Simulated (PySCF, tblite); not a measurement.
# C4H10GeSi: dynamics, then NMR shifts on frames

Aim: move C4H10GeSi (`C[SiH](C)C#[C][GeH3]`) away from its starting geometry and see how NMR shifts follow the geometry.

The runs use tblite 0.8.0 and PySCF 2.14.0, with density-fitted response routines of our own; the level of theory stands in each step. All values are computed, except where a source is named. Atoms count from 0, in the outputs and in this text.

## Step 1: The starting structure

16 atoms, charge 0, multiplicity 1; geometry from: GFN2-xTB.

Bonds of the start (Å): C0–Si1 1.90, Si1–C2 1.90, Si1–C3 1.86, C3–C4 1.21, C4–Ge5 1.89, C0–H6 1.09, C0–H7 1.09, C0–H8 1.09, Si1–H9 1.47, C2–H10 1.09, C2–H11 1.09, C2–H12 1.09, Ge5–H13 1.49, Ge5–H14 1.49, Ge5–H15 1.49.

## Step 2: Dynamics with GFN2-xTB

What the job is given:

```
{"job": {"kind": "md", "xc": "GFN2-xTB", "basis": "xTB", "temperature": 300, "steps": 2000, "every": 50, "frames": 5}, "charge": 0, "multiplicity": 1}
C     -1.404639     0.691332    -1.919937
Si    -1.215769    -0.418439    -0.387431
C     -2.218402     0.286194     1.066590
C      0.578567    -0.443662     0.097635
C      1.748433    -0.456445     0.412983
Ge     3.574058    -0.474469     0.906318
H     -2.440501     0.742796    -2.243801
H     -1.071363     1.705804    -1.718612
H     -0.817981     0.313746    -2.752012
H     -1.623247    -1.801747    -0.687144
H     -1.900602     1.295127     1.315152
H     -3.278801     0.323028     0.832667
H     -2.098946    -0.322687     1.957695
H      3.955358    -1.841965     1.365994
H      4.410079    -0.092755    -0.269463
H      3.796158     0.503087     2.011953
```

Method: GFN2-xTB Langevin dynamics, gas phase.

Run with:

```sh
$ OMP_NUM_THREADS=1 python probes_run.py task.json out
```

This one command runs all jobs of the session in turn.

The program printed:

```text
t/fs     T/K      E/eV
    0.0   244.0   -468.67638
   25.0   120.9   -468.30481
   50.0   250.5   -468.37610
   75.0   259.7   -468.15606
  100.0   260.9   -468.13443
  125.0   238.2   -468.14132
  150.0   189.3   -467.95387
  175.0   378.0   -468.16678
  200.0   283.7   -467.90059
  225.0   387.6   -468.09427
  250.0   336.6   -467.88442
  275.0   402.0   -468.04176
  300.0   367.5   -468.01209
  325.0   365.6   -467.90152
  350.0   372.9   -468.06644
  375.0   288.5   -468.03923
  400.0   211.7   -467.98874
  425.0   265.2   -468.24128
  450.0   259.3   -468.17355
  475.0   275.5   -468.26964
  500.0   247.4   -468.16668
  525.0   263.8   -468.26384
  550.0   193.0   -468.17677
  575.0   238.9   -468.22432
  600.0   244.2   -468.35471
  625.0   159.0   -468.33203
  650.0   225.3   -468.47117
  675.0   211.3   -468.28000
  700.0   244.8   -468.28518
  725.0   333.7   -468.22393
  750.0   306.0   -468.19686
  775.0   364.4   -468.15103
  800.0   315.8   -467.98333
  825.0   329.0   -468.02089
  850.0   285.3   -468.20740
  875.0   212.0   -468.19997
  900.0   316.9   -468.28855
  925.0   334.3   -468.15241
  950.0   228.8   -468.13994
  975.0   222.9   -468.05641
 1000.0   326.2   -468.24026
```

It took 13 s on 1 thread of AMD EPYC 9B14, shared host; peak memory 0.18 GiB.

Distance from the start (root mean square after alignment): 0 fs 0.00 Å, 200 fs 0.50 Å, 400 fs 0.42 Å, 600 fs 0.42 Å, 800 fs 0.35 Å, 1000 fs 1.05 Å.

Positions (Å) and forces (eV/Å) at 1000 fs:

```xyz
16

C    -1.282    1.591   -0.656   -1.794    0.317    0.166
Si   -1.510    0.334    0.795    0.130    0.892   -0.935
C    -1.605    1.433    2.293    0.042    0.708    0.069
C     0.037   -0.647    0.904   -0.530    0.189    0.016
C     1.129   -1.113    1.101    0.516   -0.291    0.261
Ge    2.885   -1.746    1.015    0.043   -0.648    1.698
H    -1.756    2.599   -0.550    0.107   -0.901    0.376
H    -0.254    1.800   -0.719    1.215    0.006   -0.614
H    -1.725    1.198   -1.577    0.616   -0.001    0.085
H    -2.665   -0.503    0.650   -0.544   -0.449   -0.095
H    -0.680    1.904    2.559    0.646    0.094   -0.056
H    -2.281    2.250    2.093   -0.396    0.107    0.114
H    -1.917    0.908    3.156   -0.510   -0.472    0.864
H     3.835   -1.093    1.983   -0.265   -0.100   -0.099
H     2.962   -3.232    1.134   -0.055    0.047    0.140
H     3.217   -1.406   -0.300    0.780    0.502   -1.989
```

## Step 3: Shielding tensors: 250 fs, PBE0/pcSseg-1

What the job is given:

```
{"job": {"kind": "nmr", "xc": "PBE0", "basis": "pcSseg-1", "pop": false}, "charge": 0, "multiplicity": 1}
C     -1.534000     0.868500    -1.447300
Si    -1.484400    -0.655100    -0.174600
C     -2.531400     0.022500     1.242600
C      0.312800    -0.447400     0.478600
C      1.522200    -0.573700     0.628200
Ge     3.335300    -0.722200     1.071000
H     -2.431800     0.842500    -2.032700
H     -1.725600     1.675700    -0.826700
H     -0.684200     1.060600    -2.024600
H     -1.849700    -1.984900    -0.696500
H     -2.112000     0.970200     1.588900
H     -3.476300     0.193200     0.914400
H     -2.472200    -0.637000     2.160100
H      3.909800    -2.129500     0.411400
H      4.211600     0.284300     0.512600
H      3.468900    -0.862400     2.562400
```

Level: GIAO PBE0/pcSseg-1 NMR shielding, non-relativistic, gas phase.

The program printed:

```text
coarse grid: 59272 points
cycle   1  E = -2523.9146575666  dE = -3.766e-01  |g| = 1.001e+00  |ddm| = 3.815e+00
cycle   2  E = -2523.8700531163  dE =  4.460e-02  |g| = 1.048e+00  |ddm| = 1.332e+00
cycle   3  E = -2524.0257730615  dE = -1.557e-01  |g| = 1.260e-01  |ddm| = 8.105e-01
cycle   4  E = -2524.0259099426  dE = -1.369e-04  |g| = 1.221e-01  |ddm| = 1.806e-01
cycle   5  E = -2524.0296857378  dE = -3.776e-03  |g| = 7.628e-03  |ddm| = 8.625e-02
cycle   6  E = -2524.0297014868  dE = -1.575e-05  |g| = 2.806e-03  |ddm| = 1.115e-02
cycle   7  E = -2524.0297036118  dE = -2.125e-06  |g| = 6.156e-04  |ddm| = 3.767e-03
final grid: 123520 points
cycle   8  E = -2524.0297466342  dE = -5.496e-08  |g| = 6.877e-04  |ddm| = 2.847e-03
cycle   9  E = -2524.0297465296  dE =  1.047e-07  |g| = 9.333e-04  |ddm| = 1.760e-03
cycle  10  E = -2524.0297467443  dE = -2.147e-07  |g| = 2.586e-04  |ddm| = 9.778e-04
cycle  11  E = -2524.0297467609  dE = -1.665e-08  |g| = 2.817e-05  |ddm| = 1.859e-04
cycle  12  E = -2524.0297467611  dE = -2.156e-10  |g| = 4.137e-06  |ddm| = 3.405e-05
converged SCF energy = -2524.0297467611

GIAO shielding tensors (ppm)
atom      isotropic    diamagn.    paramagn.     s11        s22        s33       span
  0 C      186.046     252.717     -66.671    176.634    179.454    202.049     25.414
  1 Si     386.214     882.132    -495.918    357.876    390.326    410.441     52.565
  2 C      186.084     254.947     -68.863    174.414    186.187    197.651     23.236
  3 C       57.076     269.574    -212.498    -57.058    -38.240    266.527    323.584
  4 C       74.879     273.146    -198.267    -26.699    -10.273    261.610    288.310
  5 Ge    1613.174    2754.258   -1141.084   1558.186   1598.147   1683.189    125.003
  6 H       31.997      29.955       2.042     27.857     28.631     39.503     11.645
  7 H       33.035      34.901      -1.866     28.852     32.144     38.110      9.258
  8 H       32.117      33.553      -1.436     27.267     30.027     39.058     11.791
  9 H       26.657      28.947      -2.290     23.421     24.696     31.854      8.433
 10 H       31.346      32.978      -1.632     27.751     29.532     36.755      9.004
 11 H       33.370      31.285       2.084     28.713     30.696     40.699     11.986
 12 H       30.181      28.709       1.473     25.985     27.323     37.236     11.250
 13 H       25.874      25.622       0.252     20.216     22.141     35.264     15.048
 14 H       28.267      29.202      -0.935     21.069     22.907     40.826     19.757
 15 H       27.434      27.700      -0.265     20.444     22.951     38.908     18.463
```

It took 26 s on 1 thread of AMD EPYC 9B14, shared host; peak memory 0.9 GiB.

Shifts follow as δ = σ(reference) − σ, with reference shieldings (ppm) from runs at the same level and on the same kind of geometry: 1H TMS 31.72, 13C TMS 186.9, 29Si TMS 349.2, 73Ge GeMe4 1331. The references are single molecules in the gas phase. Each atom is listed at this fixed geometry, with no averaging over motion; a spectrum would average atoms that exchange fast.

| atoms | environment | σ (ppm) | δ (ppm) |
| --- | --- | --- | --- |
| C3 | alkyne carbon | 57.1 | 129.8 |
| C4 | alkyne carbon | 74.9 | 112.0 |
| C0 | methyl carbon bonded to Si | 186.0 | 0.9 |
| C2 | methyl carbon bonded to Si | 186.1 | 0.8 |
| H13 | hydrogen on a germanium bonded to C | 25.87 | 5.84 |
| H9 | hydrogen on a silicon bonded to 3 C | 26.66 | 5.06 |
| H15 | hydrogen on a germanium bonded to C | 27.43 | 4.28 |
| H14 | hydrogen on a germanium bonded to C | 28.27 | 3.45 |
| H12 | hydrogen on a methyl carbon bonded to Si | 30.18 | 1.54 |
| H10 | hydrogen on a methyl carbon bonded to Si | 31.35 | 0.37 |
| H6 | hydrogen on a methyl carbon bonded to Si | 32.00 | -0.28 |
| H8 | hydrogen on a methyl carbon bonded to Si | 32.12 | -0.40 |
| H7 | hydrogen on a methyl carbon bonded to Si | 33.04 | -1.32 |
| H11 | hydrogen on a methyl carbon bonded to Si | 33.37 | -1.65 |
| Si1 | silicon bonded to 3 C, H | 386.2 | -37.1 |
| Ge5 | germanium bonded to C, 3 H | 1613 | -282 |

Orbitals, density, ELF and potential are computed afterwards from the orbital file.

Frontier orbitals at PBE0/pcSseg-1, with the share of their density that lies nearest to each atom:

| orbital | energy (eV) | lies on |
| --- | --- | --- |
| HOMO | -7.71 | C3, C4 about 35 % each; C0 9 % |
| LUMO | -0.55 | C3, C4 about 26 % each; Si1 10 %; H9, H13 about 9 % each |

ELF in a plane through or near 8 of the atoms.

Values, 10 rows by 14 columns:
```
0.00 0.00 0.00 0.00 0.00 0.00 0.00 0.00 0.00 0.00 0.00 0.00 0.00 0.00
0.00 0.00 0.00 0.00 0.00 0.00 0.00 0.00 0.01 0.00 0.00 0.00 0.00 0.00
0.00 0.00 0.00 0.00 0.00 0.00 0.00 0.88 0.98 0.31 0.69 0.00 0.00 0.00
0.00 0.00 0.07 0.19 0.03 0.18 0.06 0.25 0.80 0.93 0.99 0.03 0.00 0.00
0.00 0.01 0.21 0.22 0.38 0.71 0.66 0.28 0.92 0.48 0.14 0.00 0.00 0.00
0.00 0.02 0.27 0.65 0.22 0.34 0.55 0.91 0.15 0.40 0.15 0.00 0.00 0.00
0.00 0.01 0.75 0.95 0.15 0.50 0.59 0.10 0.69 0.36 1.00 0.37 0.00 0.00
0.00 0.00 0.49 0.89 0.03 0.01 0.02 0.03 0.99 0.91 0.26 0.01 0.00 0.00
0.00 0.00 0.00 0.00 0.00 0.00 0.00 0.01 0.93 0.68 0.01 0.00 0.00 0.00
0.00 0.00 0.00 0.00 0.00 0.00 0.00 0.00 0.00 0.00 0.00 0.00 0.00 0.00
```
The map spans 14.0 Å across and 10.1 Å up, centred on the molecule. Atoms in the plane (x, y in Å): C0 (1.8, 1.6), C2 (2.1, -1.4), C3 (-0.6, -0.2), C4 (-1.8, 0.0), Ge5 (-3.7, 0.0), H6 (2.8, 1.9), H11 (3.1, -1.3), H12 (1.7, -2.4).

On the surface of density 0.002 e/bohr³ the electrostatic potential runs, from the 1st to the 99th percentile, from -0.86 V near C3 to 1.16 V near H9.

## Step 4: Shielding tensors: 425 fs, PBE0/pcSseg-1

What the job is given:

```
{"job": {"kind": "nmr", "xc": "PBE0", "basis": "pcSseg-1", "pop": false}, "charge": 0, "multiplicity": 1}
C     -2.093600     0.503200    -1.144100
Si    -1.828000    -0.523500     0.396800
C     -2.896500     0.238900     1.767900
C      0.032800    -0.480800     0.777400
C      1.216700    -0.734900     0.735600
Ge     2.978900    -1.195200     1.049300
H     -3.008600     0.332800    -1.650100
H     -2.026800     1.561800    -0.839100
H     -1.293100     0.232400    -1.815200
H     -2.190400    -1.923900     0.041500
H     -2.657500     1.251000     1.848500
H     -3.933300    -0.020800     1.551300
H     -2.739900    -0.222500     2.779600
H      3.107900    -2.571400     0.691100
H      3.855000    -0.358400     0.293900
H      3.197800    -0.950100     2.481400
```

Method: GIAO PBE0/pcSseg-1 NMR shielding, non-relativistic, gas phase.

The program printed:

```text
coarse grid: 59272 points
cycle   1  E = -2523.9379886715  dE = -2.337e-01  |g| = 9.870e-01  |ddm| = 3.787e+00
cycle   2  E = -2523.9090723918  dE =  2.892e-02  |g| = 1.007e+00  |ddm| = 1.252e+00
cycle   3  E = -2524.0434340148  dE = -1.344e-01  |g| = 8.602e-02  |ddm| = 7.282e-01
cycle   4  E = -2524.0432023797  dE =  2.316e-04  |g| = 8.153e-02  |ddm| = 1.209e-01
cycle   5  E = -2524.0449005540  dE = -1.698e-03  |g| = 6.995e-03  |ddm| = 6.069e-02
cycle   6  E = -2524.0449113916  dE = -1.084e-05  |g| = 2.351e-03  |ddm| = 8.873e-03
cycle   7  E = -2524.0449127224  dE = -1.331e-06  |g| = 6.165e-04  |ddm| = 2.658e-03
final grid: 123520 points
cycle   8  E = -2524.0449332822  dE =  1.949e-08  |g| = 7.545e-04  |ddm| = 2.368e-03
cycle   9  E = -2524.0449331662  dE =  1.161e-07  |g| = 1.003e-03  |ddm| = 1.736e-03
cycle  10  E = -2524.0449334233  dE = -2.571e-07  |g| = 2.360e-04  |ddm| = 9.814e-04
cycle  11  E = -2524.0449334373  dE = -1.402e-08  |g| = 1.993e-05  |ddm| = 1.704e-04
cycle  12  E = -2524.0449334374  dE = -1.060e-10  |g| = 2.568e-06  |ddm| = 2.737e-05
converged SCF energy = -2524.0449334374

GIAO shielding tensors (ppm)
atom      isotropic    diamagn.    paramagn.     s11        s22        s33       span
  0 C      187.818     257.903     -70.085    184.103    187.069    192.282      8.179
  1 Si     383.932     882.625    -498.693    352.268    383.304    416.226     63.958
  2 C      188.789     253.532     -64.744    181.731    190.338    194.297     12.566
  3 C       60.300     271.036    -210.735    -51.404    -34.989    267.294    318.697
  4 C       74.792     270.564    -195.771    -27.119    -16.242    267.738    294.857
  5 Ge    1625.534    2755.819   -1130.285   1592.835   1609.551   1674.217     81.382
  6 H       32.116      31.039       1.077     27.987     28.693     39.670     11.683
  7 H       31.150      32.892      -1.742     27.329     29.127     36.993      9.664
  8 H       31.442      34.837      -3.394     26.357     30.081     37.889     11.531
  9 H       26.626      29.817      -3.191     23.447     25.232     31.197      7.750
 10 H       32.450      32.452      -0.003     28.220     30.493     38.636     10.416
 11 H       31.407      27.468       3.939     26.849     28.638     38.735     11.886
 12 H       30.548      28.675       1.873     26.056     27.949     37.639     11.583
 13 H       28.927      29.650      -0.722     21.214     23.999     41.569     20.355
 14 H       29.127      30.235      -1.108     21.465     23.736     42.179     20.715
 15 H       28.195      28.948      -0.753     20.706     23.726     40.151     19.445
```

Run time: 18 s. Hardware: 1 thread of AMD EPYC 9B14, shared host; peak memory 0.9 GiB.

This run: δ C3 126.6, C4 112.1, C0 -0.9, C2 -1.9, H9 5.09, H15 3.52 ppm.

(Part 1 of 2 ends here.)
